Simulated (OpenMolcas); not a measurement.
# B2NH2OF (SMILES OB1NB1F): a chain of runs

Wanted: the energy (HF/ANO-RCC-MB), then the energy (CASSCF(2,2)/ANO-RCC-VDZP), then the energy along one coordinate (CASPT2(2,2)/ANO-RCC-VDZP), then the energy along one coordinate (SC-NEVPT2(2,2)/ANO-RCC-VDZP), then the energy along one coordinate (MC-PDFT[tPBE](2,2)/ANO-RCC-VDZP) of B2NH2OF. 

Program for the calculation: OpenMolcas 26.06.

## (1) The structure to begin with

The species is B2NH2OF (7 atoms), meant as a singlet with charge 0. As SMILES, `OB1NB1F`. Geometry: relaxed at PBE0-D4/def2-TZVP. This is one conformer, not always the lowest.

Bond lengths: O1–B2 1.347 Å, B2–N3 1.423 Å, B2–B4 1.598 Å, N3–B4 1.403 Å, B4–F5 1.317 Å, O1–H6 0.959 Å, N3–H7 1.012 Å. Angles: O1–B2–N3 134.0°, O1–B2–B4 171.0°, N3–B2–B4 55.0°, B2–N3–B4 68.8°, B2–B4–N3 56.2°, B2–B4–F5 168.4°, N3–B4–F5 135.4°, B2–O1–H6 112.9°, B2–N3–H7 144.6°, B4–N3–H7 146.6°.

## (2) The energy at HF/ANO-RCC-MB (DKH2) (run 1)

The input, input.xyz:

```xyz
7

O     -1.276700     0.176400     1.308100
B     -0.379000     0.150200     0.304200
N      0.632200    -0.768200    -0.094800
B      0.587000     0.339700    -0.954100
F      1.250000     0.724100    -2.025300
H     -1.829400     0.960200     1.293400
H      1.077200    -1.650400     0.122900
```

The input, step1.inp:

```
* B2FH2NO Hartree-Fock
>>> EXPORT MOLCAS_PRINT=2

&gateway
  coord=input.xyz
  basis=ANO-RCC-MB
  group=NoSym

&seward

&scf
  prorbitals=0

&localisation
  occupied
  freeze
  pipek-mezey

&localisation
  fileorb=$Project.LocOrb
  virtual
  pipek-mezey
```

The run is started by

```sh
$ export MOLCAS_MEM=1860
$ pymolcas step1.inp > step1.log
```

Standard output:

```text
--- Start Module: gateway ---
[...]
--- Stop Module: gateway /rc=_RC_ALL_IS_WELL_ ---
[...]
      Basis functions           27
[...]
       Convergence after  11 Iterations
[...]
::    Total SCF energy                               -279.3366259065
[...]
      Total spin, S                                     0.0000000000
[...]
      Total electronic charge=   36.000000
      Total            charge=   -0.000000
[...]
      Dipole Moment (debye):
      Origin of the operator (angstrom)=    0.1878    0.1440   -0.3370
                   X= -5.1259E-01               Y= -4.3674E-01               Z=  9.3890E-01           Total=  1.1554E+00
      Quadrupole Moment (debye*angstrom):
[...]
--- Start Module: localisation ---
[...]
--- Stop Module: localisation /rc=_RC_ALL_IS_WELL_ ---
--- Start Module: localisation ---
[...]
--- Stop Module: localisation /rc=_RC_ALL_IS_WELL_ ---
[...]
```

Wall time 3.9 s (1 thread of AMD EPYC 7R43 (Zen 3), shared host); peak memory 0.38 GiB.

## (3) The energy at CASSCF(2,2)/ANO-RCC-VDZP (DKH2, RICD fitting) (run 2)

input.xyz is that of step 2.

The input, step2.input:

```
&GATEWAY
  Coord
  input.xyz
  Basis
  ANO-RCC-MB
  Group
  NoSym

&SEWARD

&RASSCF
  FileOrb
  $CurrDir/step1.LocOrb
  Alter
  2
  1 9 18
  1 19 23
  Spin
  1
  Nactel
  2 0 0
  Inactive
  17
  Ras2
  2
  OrbListing
  Nothing
>>> COPY $Project.RunFile RUNFIL1
>>> COPY $Project.RasOrb INPORB

&GATEWAY
  Coord
  input.xyz
  Basis
  ANO-RCC-VDZP
  Group
  NoSym
  RICD

&SEWARD
>>> COPY $Project.RunFile RUNFIL2

&EXPBAS

&RASSCF
  FileOrb
  $Project.ExpOrb
  Spin
  1
  Nactel
  2 0 0
  Inactive
  17
  Ras2
  2
  OrbListing
  Nothing
  OrbAppear
  Compact
```

The run is started by

```sh
$ export MOLCAS_MEM=1860
$ pymolcas step2.input > step2.log
```

Standard output:

```text
--- Start Module: gateway ---
[...]
--- Stop Module: gateway /rc=_RC_ALL_IS_WELL_ ---
[...]
      Basis functions           27
[...]
      Number of active orbitals                  2
[...]
      Spin quantum number                      0.0
[...]
      Active orbitals                            2
[...]
      Number of CSFs                             3
[...]
      Number of root(s) required                 1
[...]
      Convergence after  9 iterations
[...]
      printout of CI-coefficients larger than  0.05 for root  1
      energy=    -279.351918
      conf/sym  11     Coeff  Weight
             1  20   0.99576 0.99155
             3  02  -0.09194 0.00845
      Natural orbitals and occupation numbers for root  1
      sym 1:   1.983094   0.016906
      ************************************************************************************************************************
      *                                                    Final results                                                     *
[...]
::    RASSCF root number  1 Total energy:   -279.35191780
[...]
      Basis functions           80
[...]
--- Start Module: expbas ---
[...]
--- Stop Module: expbas /rc=_RC_ALL_IS_WELL_ ---
--- Start Module: rasscf ---
[...]
      Convergence after 11 iterations
[...]
      Natural orbitals and occupation numbers for root  1
      sym 1:   1.984278   0.015722
      ************************************************************************************************************************
      *                                                    Final results                                                     *
[...]
::    RASSCF root number  1 Total energy:   -279.70603798
[...]
      Total electronic charge=   36.000000
      Total            charge=   -0.000000
[...]
      Dipole Moment (debye):
      Origin of the operator (angstrom)=    0.1878    0.1440   -0.3370
                   X= -6.3364E-01               Y= -2.8464E-01               Z=  9.5281E-01           Total=  1.1791E+00
      Quadrupole Moment (debye*angstrom):
[...]
--- Stop Module: rasscf /rc=_RC_ALL_IS_WELL_ ---
[...]
```

It took 9.3 s on 1 thread of AMD EPYC 7R43 (Zen 3), shared host; peak memory 0.38 GiB.

## (4) The energy along one coordinate at CASPT2(2,2)/ANO-RCC-VDZP (DKH2, RICD fitting, ipea shift 0.25 Eh, pt2 variant SS) (run 3)

The input, step3.input:

```
>>> COPY $CurrDir/step2.RasOrb $Project.RasOrb
>>> ForEach K in (1, 2, 3, 4, 5, 6, 7, 8, 9)

&GATEWAY
 Coord = $CurrDir/point$K.xyz
 Basis = ANO-RCC-VDZP
 Group = NoSym
 RICD

&SEWARD

&RASSCF
 FileOrb = $Project.RasOrb
 Spin = 1
 Nactel = 2 0 0
 Inactive = 17
 Ras2 = 2
 OrbListing = Nothing
 OrbAppear = Compact

&CASPT2
 Imaginary = 0.2
 Frozen = 5
>>> EndDo
```

The run is started by

```sh
$ export MOLCAS_MEM=1860
$ pymolcas step3.input > step3.log
```

Standard output:

```text
[...]
      Basis functions           80
[...]
      Number of active orbitals                  2
[...]
      Spin quantum number                      0.0
[...]
      Active orbitals                            2
[...]
      Number of CSFs                             3
[...]
      Number of root(s) required                 1
[...]
      Convergence after 12 iterations
[...]
      Natural orbitals and occupation numbers for root  1
      sym 1:   1.989111   0.010889
      ************************************************************************************************************************
      *                                                    Final results                                                     *
[...]
::    RASSCF root number  1 Total energy:   -279.69562016
[...]
::    CASPT2 Root  1     Total energy:   -280.38699170
[...]
      Convergence after 13 iterations
[...]
      Natural orbitals and occupation numbers for root  1
      sym 1:   1.984265   0.015735
      ************************************************************************************************************************
      *                                                    Final results                                                     *
[...]
      Convergence after 12 iterations
[...]
      Natural orbitals and occupation numbers for root  1
      sym 1:   1.845675   0.154325
      ************************************************************************************************************************
      *                                                    Final results                                                     *
[...]
      Convergence after 14 iterations
[...]
      Natural orbitals and occupation numbers for root  1
      sym 1:   1.665632   0.334368
      ************************************************************************************************************************
      *                                                    Final results                                                     *
[...]
      Convergence after 13 iterations
[...]
      Natural orbitals and occupation numbers for root  1
      sym 1:   1.395859   0.604141
      ************************************************************************************************************************
      *                                                    Final results                                                     *
[...]
::    RASSCF root number  1 Total energy:   -279.54927004
[...]
::    CASPT2 Root  1     Total energy:   -280.26117467
[...]
      Convergence after 11 iterations
[...]
::    RASSCF root number  1 Total energy:   -279.54454032
[...]
::    CASPT2 Root  1     Total energy:   -280.25571926
[...]
```

Wall time 67 s (1 thread of AMD EPYC 7R43 (Zen 3), shared host); peak memory 0.081 GiB.

The scan, from its lowest point:

```csv
H7–N3 (Å),energy (kJ/mol)
0.911,28.7
1.012,0.0
1.113,16.4
1.265,78.3
1.467,175.0
1.720,271.6
2.024,331.3
2.428,359.0
3.035,373.3
```

## (5) An energy scan at SC-NEVPT2(2,2)/ANO-RCC-VDZP (DKH2, RICD fitting, pt2 variant SC-NEVPT2) (run 4)

The input, step4.input:

```
* B2FH2NO NEVPT2
>>> COPY $CurrDir/step2.RasOrb $Project.RasOrb
>>> ForEach K in (1, 2, 3, 4, 5, 6, 7, 8, 9)

&GATEWAY
  Coord = $CurrDir/point$K.xyz
  Basis = ANO-RCC-VDZP
  Group = NoSym
  RICD

&SEWARD

&RASSCF
  FileOrb = $Project.RasOrb
  Spin = 1
  Nactel = 2 0 0
  Inactive = 17
  Ras2 = 2
  OrbListing = Nothing
  OrbAppear = Compact

&CASPT2
  SC-NEVPT2
  Frozen = 5
>>> EndDo
```

The run is started by

```sh
$ export MOLCAS_MEM=1860
$ pymolcas step4.input > step4.log
```

Standard output:

```text
[...]
      Basis functions           80
[...]
      Number of active orbitals                  2
[...]
      Spin quantum number                      0.0
[...]
      Active orbitals                            2
[...]
      Number of CSFs                             3
[...]
      Number of root(s) required                 1
[...]
      Convergence after 12 iterations
[...]
      printout of CI-coefficients larger than  0.05 for root  1
      energy=    -279.695620
      conf/sym  11     Coeff  Weight
             1  20   0.99727 0.99456
             3  02  -0.07379 0.00544
      Natural orbitals and occupation numbers for root  1
      sym 1:   1.989111   0.010889
      ************************************************************************************************************************
      *                                                    Final results                                                     *
[...]
::    RASSCF root number  1 Total energy:   -279.69562016
[...]
      E2 (Variational):          -0.6885091508
[...]
::    SC-NEVPT2 Root  1     Total energy:   -280.38406107
[...]
      Convergence after 13 iterations
[...]
      Natural orbitals and occupation numbers for root  1
      sym 1:   1.984265   0.015735
      ************************************************************************************************************************
      *                                                    Final results                                                     *
[...]
      Convergence after 12 iterations
[...]
      Natural orbitals and occupation numbers for root  1
      sym 1:   1.845675   0.154325
      ************************************************************************************************************************
      *                                                    Final results                                                     *
[...]
      Convergence after 14 iterations
[...]
      Natural orbitals and occupation numbers for root  1
      sym 1:   1.665632   0.334368
      ************************************************************************************************************************
      *                                                    Final results                                                     *
[...]
      Convergence after 13 iterations
[...]
::    RASSCF root number  1 Total energy:   -279.54927004
[...]
::    SC-NEVPT2 Root  1     Total energy:   -280.25831061
[...]
      Convergence after 11 iterations
[...]
::    RASSCF root number  1 Total energy:   -279.54454032
[...]
      E2 (Variational):          -0.7089146570
[...]
      Reference weight:           0.81640
[...]
::    SC-NEVPT2 Root  1     Total energy:   -280.25345497
[...]
```

Wall time 64 s (1 thread of AMD EPYC 7R43 (Zen 3), shared host); peak memory 0.081 GiB.

The scan, from its lowest point:

```csv
H7–N3 (Å),energy (kJ/mol)
0.911,30.1
1.012,0.0
1.113,15.1
1.265,75.6
1.467,172.1
1.720,270.8
2.024,333.0
2.428,360.3
3.035,373.0
```

## (6) The energy along one coordinate at MC-PDFT[tPBE](2,2)/ANO-RCC-VDZP (DKH2, RICD fitting) (run 5)

The input, step5.inp:

```
>>> COPY $CurrDir/step2.RasOrb $Project.RasOrb
>>> ForEach K in (1, 2, 3, 4, 5, 6, 7, 8, 9)

&GATEWAY
  Coord=$CurrDir/point$K.xyz
  Basis=ANO-RCC-VDZP
  Group=NoSym
  RICD

&SEWARD

&RASSCF
  FileOrb=$Project.RasOrb
  Spin=1
  Nactel=2 0 0
  Inactive=17
  Ras2=2
  OrbListing=Nothing
  OrbAppear=Compact

&MCPDFT
  KSDFT=T:PBE
>>> EndDo
```

The run is started by

```sh
$ export MOLCAS_MEM=1860
$ pymolcas step5.inp > step5.log
```

Standard output:

```text
--- Start Module: gateway ---
[...]
      Basis functions           80
[...]
      Number of active orbitals                  2
[...]
      Spin quantum number                      0.0
[...]
      Active orbitals                            2
[...]
      Number of CSFs                             3
[...]
      Number of root(s) required                 1
[...]
      Convergence after 12 iterations
[...]
      printout of CI-coefficients larger than  0.05 for root  1
      energy=    -279.695620
      conf/sym  11     Coeff  Weight
             1  20   0.99727 0.99456
             3  02  -0.07379 0.00544
      Natural orbitals and occupation numbers for root  1
      sym 1:   1.989111   0.010889
      ************************************************************************************************************************
      *                                                    Final results                                                     *
[...]
::    RASSCF root number  1 Total energy:   -279.69562016
[...]
::    MCPDFT root number  1 Total energy:   -280.77438195
[...]
      Convergence after 13 iterations
[...]
      Natural orbitals and occupation numbers for root  1
      sym 1:   1.984265   0.015735
      ************************************************************************************************************************
      *                                                    Final results                                                     *
[...]
      Convergence after 12 iterations
[...]
      Natural orbitals and occupation numbers for root  1
      sym 1:   1.845675   0.154325
      ************************************************************************************************************************
      *                                                    Final results                                                     *
[...]
      Convergence after 14 iterations
[...]
      Natural orbitals and occupation numbers for root  1
      sym 1:   1.665632   0.334368
      ************************************************************************************************************************
      *                                                    Final results                                                     *
[...]
      Convergence after 13 iterations
[...]
::    RASSCF root number  1 Total energy:   -279.54927004
[...]
::    MCPDFT root number  1 Total energy:   -280.63862066
[...]
      Convergence after 11 iterations
[...]
::    RASSCF root number  1 Total energy:   -279.54454032
[...]
      Total electronic charge=   36.000000
      Total            charge=   -0.000000
[...]
::    MCPDFT root number  1 Total energy:   -280.63263720
[...]
```

Run time: 68 s. Hardware: 1 thread of AMD EPYC 7R43 (Zen 3), shared host; peak memory 0.081 GiB.

The scan, from its lowest point:

```csv
H7–N3 (Å),energy (kJ/mol)
0.911,29.6
1.012,0.0
1.113,15.3
1.265,75.9
1.467,172.7
1.720,275.0
2.024,347.6
2.428,386.0
3.035,401.7
```

## (7) Outcome

| quantity | value |
| --- | --- |
| run 1, HF/ANO-RCC-MB: total energy | -279.33663 Eh |
| run 1, HF/ANO-RCC-MB: dipole moment | 1.16 D |
| run 1, HF/ANO-RCC-MB: HOMO energy | -11.92 eV |
| run 1, HF/ANO-RCC-MB: LUMO energy | 3.93 eV |
| run 1, HF/ANO-RCC-MB: HOMO–LUMO gap | 15.85 eV |
| run 2, CASSCF(2,2)/ANO-RCC-VDZP: total energy | -279.70604 Eh |
| run 2, CASSCF(2,2)/ANO-RCC-VDZP: dipole moment (CASSCF density) | 1.18 D |
| run 3, CASPT2(2,2)/ANO-RCC-VDZP: lowest energy of the scan | -280.39791 Eh |
| run 4, SC-NEVPT2(2,2)/ANO-RCC-VDZP: lowest energy of the scan | -280.39553 Eh |
| run 5, MC-PDFT[tPBE](2,2)/ANO-RCC-VDZP: lowest energy of the scan | -280.78565 Eh |

Mulliken charges (run 1, HF/ANO-RCC-MB) run from -0.71 on O1 to +0.58 on B4; they depend strongly on the basis. Mulliken charges (run 2, CASSCF(2,2)/ANO-RCC-VDZP) run from -0.34 on F5 to +0.35 on B2; they depend strongly on the basis.
